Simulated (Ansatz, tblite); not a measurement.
# Si43H56 off disc (Si43H56): a ladder of methods and basis sets

How do method and basis change the picture of Si43H56 off disc (Si43H56) (singlet)?

The runs use Ansatz 0.2.0, Gaussian basis; as each input shows.

The runs, in order: GFN1-xTB, GFN2-xTB, PBE-D4/def2-SVP, r2SCAN-D4/def2-SVP, B3LYP-D4/def2-SVP, r2SCAN-D4/def2-mTZVP, HF/6-31G, B3LYP-D4/6-31G, MP2/def2-SVP, RPA/def2-SVP.

1 further run of the same task is left out (set aside as unsound or not needed). Runs told in other sessions of the task aren't counted.

## (1) The structure

The geometry is that of the singlet, from an earlier relaxation (PBE-D4/def2-SVP).

99 atoms, charge 0, spin multiplicity 1.

Bond lengths: Si1–Si24 2.356 Å, Si1–Si25 2.358 Å, Si1–Si26 2.362 Å, Si1–H44 1.514 Å, Si2–Si24 2.363 Å, Si2–Si28 2.361 Å, Si2–H45 1.510 Å, Si2–H46 1.509 Å, Si3–Si26 2.355 Å, Si3–Si28 2.354 Å, Si3–H47 1.511 Å, Si3–H48 1.504 Å, Si4–Si27 2.353 Å, Si4–Si28 2.353 Å, Si4–Si29 2.360 Å, Si4–H49 1.512 Å, Si5–Si25 2.362 Å, Si5–Si32 2.361 Å and more. Angles: Si24–Si1–Si25 111.8°, Si24–Si1–Si26 114.7°, Si24–Si1–H44 105.2°, Si25–Si1–Si26 115.1°, Si25–Si1–H44 105.2°, Si26–Si1–H44 103.4°, Si24–Si2–Si28 115.1°, Si24–Si2–H45 106.1°, Si24–Si2–H46 110.0°, Si28–Si2–H45 106.7°, Si28–Si2–H46 110.7°, H45–Si2–H46 107.7°, Si26–Si3–Si28 109.8°, Si26–Si3–H47 106.3°, Si26–Si3–H48 112.3°, Si28–Si3–H47 107.7°, Si28–Si3–H48 112.7°, H47–Si3–H48 107.7° and more.

PBE0-D4/def2-SVP was run before; its log isn't repeated, and its numbers join the tables.

## (2) GFN1-xTB

Tight binding, by tblite at 300 K electronic temperature and without a spin-polarisation term:

```python
tblite.interface.Calculator('GFN1-xTB', numbers, positions, charge=0, uhf=0).singlepoint()
```

Energy -2975.5444 eV, HOMO -11.26 eV, LUMO -8.90 eV; 2.8 s.

## (3) GFN2-xTB

Tight binding, by tblite at 300 K electronic temperature and without a spin-polarisation term:

```python
tblite.interface.Calculator('GFN2-xTB', numbers, positions, charge=0, uhf=0).singlepoint()
```

Energy -2781.1022 eV, HOMO -8.82 eV, LUMO -6.26 eV; 5.1 s.

## (4) PBE-D4/def2-SVP

start.molden holds the orbitals of an earlier run on this state, given as this run's starting guess.

in.yaml reads:

```yaml
crystal:
  periodic: [false, false, false]
  atoms:
    - {symbol: Si, position_ang: [-4.842313, -3.425523, -0.302074]}
    - {symbol: Si, position_ang: [-7.586625, -0.620610, -0.382036]}
    - {symbol: Si, position_ang: [-5.067321, -0.911717, 2.350948]}
    - {symbol: Si, position_ang: [-4.818891, 2.079510, -0.195608]}
    - {symbol: Si, position_ang: [-2.054825, -6.171269, -0.265820]}
    - {symbol: Si, position_ang: [-2.349092, -3.587116, 2.371989]}
    - {symbol: Si, position_ang: [0.590081, -3.356978, -0.279201]}
    - {symbol: Si, position_ang: [-2.255049, 2.256490, -2.951600]}
    - {symbol: Si, position_ang: [0.743293, -0.743351, -2.981829]}
    - {symbol: Si, position_ang: [-2.094566, -0.617852, -0.272056]}
    - {symbol: Si, position_ang: [-2.068240, 2.069810, 2.472990]}
    - {symbol: Si, position_ang: [0.648110, -0.649919, 2.401505]}
    - {symbol: Si, position_ang: [0.618225, 2.094904, -0.271621]}
    - {symbol: Si, position_ang: [-2.078728, 4.819636, -0.194563]}
    - {symbol: Si, position_ang: [0.913294, 5.067575, 2.352235]}
    - {symbol: Si, position_ang: [0.622259, 7.586776, -0.380280]}
    - {symbol: Si, position_ang: [3.305837, -6.082207, -0.288134]}
    - {symbol: Si, position_ang: [3.352639, -3.353469, 2.391588]}
    - {symbol: Si, position_ang: [6.082033, -3.304777, -0.288137]}
    - {symbol: Si, position_ang: [3.355583, -0.590485, -0.278828]}
    - {symbol: Si, position_ang: [3.585828, 2.346216, 2.374196]}
    - {symbol: Si, position_ang: [6.171059, 2.052204, -0.263892]}
    - {symbol: Si, position_ang: [3.427026, 4.841253, -0.299079]}
    - {symbol: Si, position_ang: [-6.446886, -2.292023, -1.603311]}
    - {symbol: Si, position_ang: [-3.688524, -5.055153, -1.555532]}
    - {symbol: Si, position_ang: [-3.475303, -2.023173, 1.017563]}
    - {symbol: Si, position_ang: [-3.460845, 0.763008, -1.595054]}
    - {symbol: Si, position_ang: [-6.229618, 0.671827, 1.054438]}
    - {symbol: Si, position_ang: [-3.443807, 3.443969, 1.151829]}
    - {symbol: Si, position_ang: [-0.740338, -1.972136, -1.634287]}
    - {symbol: Si, position_ang: [1.813812, -4.848245, -1.627896]}
    - {symbol: Si, position_ang: [-0.750563, -4.733635, 1.078615]}
    - {symbol: Si, position_ang: [1.997931, -1.999015, 1.031568]}
    - {symbol: Si, position_ang: [-0.761989, 3.461996, -1.594237]}
    - {symbol: Si, position_ang: [1.971358, 0.740364, -1.634040]}
    - {symbol: Si, position_ang: [-0.726963, 0.727319, 1.089331]}
    - {symbol: Si, position_ang: [2.023531, 3.474197, 1.019387]}
    - {symbol: Si, position_ang: [2.294366, 6.446601, -1.600170]}
    - {symbol: Si, position_ang: [-0.670347, 6.229533, 1.055722]}
    - {symbol: Si, position_ang: [4.846197, -1.814497, -1.627985]}
    - {symbol: Si, position_ang: [4.701285, -4.700830, 1.013616]}
    - {symbol: Si, position_ang: [5.055522, 3.686607, -1.553204]}
    - {symbol: Si, position_ang: [4.732667, 0.748526, 1.080139]}
    - {symbol: H, position_ang: [-5.639521, -4.204027, 0.722217]}
    - {symbol: H, position_ang: [-8.580505, -1.345303, 0.493649]}
    - {symbol: H, position_ang: [-8.364308, 0.266088, -1.323767]}
    - {symbol: H, position_ang: [-6.060632, -1.963117, 2.789403]}
    - {symbol: H, position_ang: [-4.458065, -0.314446, 3.590080]}
    - {symbol: H, position_ang: [-5.680942, 2.965910, -1.066656]}
    - {symbol: H, position_ang: [-2.811282, -7.082738, 0.670562]}
    - {symbol: H, position_ang: [-1.192159, -7.033754, -1.153018]}
    - {symbol: H, position_ang: [-3.392542, -4.590836, 2.807095]}
    - {symbol: H, position_ang: [-1.771232, -2.962539, 3.612215]}
    - {symbol: H, position_ang: [-3.237782, 3.238916, -3.544642]}
    - {symbol: H, position_ang: [-1.553088, 1.555698, -4.084193]}
    - {symbol: H, position_ang: [1.708500, -1.708683, -3.626273]}
    - {symbol: H, position_ang: [0.015652, -0.016623, -4.081678]}
    - {symbol: H, position_ang: [-2.905069, 1.189224, 3.362876]}
    - {symbol: H, position_ang: [-1.185287, 2.907243, 3.360005]}
    - {symbol: H, position_ang: [-0.202062, -1.518495, 3.290694]}
    - {symbol: H, position_ang: [1.515410, 0.198235, 3.293839]}
    - {symbol: H, position_ang: [-2.964939, 5.682309, -1.065213]}
    - {symbol: H, position_ang: [0.317169, 4.459970, 3.592704]}
    - {symbol: H, position_ang: [1.965538, 6.061043, 2.788318]}
    - {symbol: H, position_ang: [-0.264011, 8.363593, -1.323133]}
    - {symbol: H, position_ang: [1.345063, 8.581343, 0.496207]}
    - {symbol: H, position_ang: [2.487389, -6.937548, 0.647808]}
    - {symbol: H, position_ang: [4.144817, -6.999713, -1.143677]}
    - {symbol: H, position_ang: [2.476175, -4.207928, 3.273908]}
    - {symbol: H, position_ang: [4.206077, -2.477067, 3.274926]}
    - {symbol: H, position_ang: [6.999844, -4.143440, -1.143620]}
    - {symbol: H, position_ang: [6.937058, -2.486060, 0.647888]}
    - {symbol: H, position_ang: [2.959956, 1.767190, 3.613230]}
    - {symbol: H, position_ang: [4.589738, 3.388572, 2.811405]}
    - {symbol: H, position_ang: [7.033049, 1.189023, -1.151103]}
    - {symbol: H, position_ang: [7.083087, 2.807811, 0.672584]}
    - {symbol: H, position_ang: [4.205073, 5.637908, 0.725996]}
    - {symbol: H, position_ang: [-7.467055, -3.307168, -2.062528]}
    - {symbol: H, position_ang: [-5.804653, -1.713138, -2.834070]}
    - {symbol: H, position_ang: [-4.700375, -6.077093, -2.017936]}
    - {symbol: H, position_ang: [-3.073470, -4.443814, -2.784505]}
    - {symbol: H, position_ang: [-4.335510, -0.102580, -2.468499]}
    - {symbol: H, position_ang: [-7.133284, 1.507559, 1.932758]}
    - {symbol: H, position_ang: [-4.311865, 4.311842, 2.033975]}
    - {symbol: H, position_ang: [-1.622770, -2.819543, -2.517530]}
    - {symbol: H, position_ang: [0.838406, -5.788495, -2.293037]}
    - {symbol: H, position_ang: [2.564119, -4.121804, -2.711089]}
    - {symbol: H, position_ang: [0.142911, -5.584509, 1.952856]}
    - {symbol: H, position_ang: [0.103814, 4.336851, -2.467308]}
    - {symbol: H, position_ang: [2.819731, 1.621697, -2.517342]}
    - {symbol: H, position_ang: [1.717249, 5.803467, -2.831303]}
    - {symbol: H, position_ang: [3.309828, 7.466583, -2.058976]}
    - {symbol: H, position_ang: [-1.506352, 7.132941, 1.933994]}
    - {symbol: H, position_ang: [4.118090, -2.564737, -2.710134]}
    - {symbol: H, position_ang: [5.784904, -0.838513, -2.294404]}
    - {symbol: H, position_ang: [5.585889, -5.585124, 1.863598]}
    - {symbol: H, position_ang: [4.445069, 3.071600, -2.782700]}
    - {symbol: H, position_ang: [6.077882, 4.698210, -2.015151]}
    - {symbol: H, position_ang: [5.582575, -0.146029, 1.954208]}
basis:
  gaussian: {orbitals: def2-SVP, fitting: {mean_field: def2-universal-jkfit}, initial_orbitals: start.molden}
hamiltonian: {xc: pbe, dispersion: d4}
scf: {omitted_lower_state_checks: [starts]}
output: {orbitals: {seedname: orbitals}}
```

The run is started by

```sh
$ ansatz run in.yaml --threads 11 --pin off --events-out ev --progress --plain --max-ram 174080MiB --backend cuda --devices 0, --max-vram 75GiB
```

The runs that follow: r2SCAN-D4/def2-SVP; B3LYP-D4/def2-SVP; r2SCAN-D4/def2-mTZVP; HF/6-31G; B3LYP-D4/6-31G; MP2/def2-SVP; RPA/def2-SVP.

Q: Predict the results of all the runs planned. Wanted: gap in def2-SVP, named functionals, smallest and largest; correlation energy, MP2/def2-SVP; binding an atom, functionals in def2-SVP.

As calculated:

```
                                                quantity                                   value
gap in def2-SVP, named functionals, smallest and largest     3.56 eV (PBE-D4), 5.09 eV (PBE0-D4)
                        correlation energy, MP2/def2-SVP                              -115.51 eV
                binding an atom, functionals in def2-SVP  3.29 (B3LYP-D4) to 3.33 eV (r2SCAN-D4)
```

Orbital gaps of the named functionals in def2-SVP span 3.56 eV (PBE-D4) to 5.09 eV (PBE0-D4); exact exchange widens it.
